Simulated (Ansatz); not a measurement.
LaFeGe:

```xyz
3
Lattice="4.2318 0.0000 0.0000 -2.1159 3.6649 0.0000 0.0000 0.0000 4.2858" Properties=species:S:1:pos:R:3 pbc="T T T"
La    0.0000    0.0000    0.0000
Ge    2.1159    1.2216    2.1429
Fe    0.0000    2.4432    2.1429
```

The cell comes from a database or a generator and needn't be the stable form of this composition.

Base run:

- Program: Ansatz 0.2.0
- Functional: PBE
- Potentials or basis: Ansatz PAW
- Cutoff: 420 eV (not typed: the program's choice for these potentials)
- k mesh: 6 × 6 × 5
- Occupations: fermi-dirac, width 0.05 eV
- Spin: collinear spin, ferromagnetic start
- Starting moments: [0.0, 0.0, 1.5] μB
- Fixed moment: 1.5 μB

Its results: pressure -1.4 GPa; site moments La -0.12; Ge -0.03; Fe +1.79 μB.

**Question.** After a change of settings the same cell gave: pressure -2.7 GPa; site moments La -0.14; Ge -0.05; Fe +1.25 μB. Which change was it?
A. fixed moment from 1.5 μB to 6 μB; moments at the start from [0.0, 0.0, 1.5] to [0.0, 0.0, 6.0]
B. fixed moment from 1.5 μB to 2.2 μB; moments at the start from [0.0, 0.0, 1.5] to [0.0, 0.0, 2.2]
C. fixed moment from 1.5 μB to 3 μB; moments at the start from [0.0, 0.0, 1.5] to [0.0, 0.0, 3.0]
D. fixed moment from 1.5 μB to 0.8 μB; moments at the start from [0.0, 0.0, 1.5] to [0.0, 0.0, 0.8]

**Answer.** D.

Caveats: the total moment is fixed, so each spin has its own Fermi level; the thresholds are loose for stress.
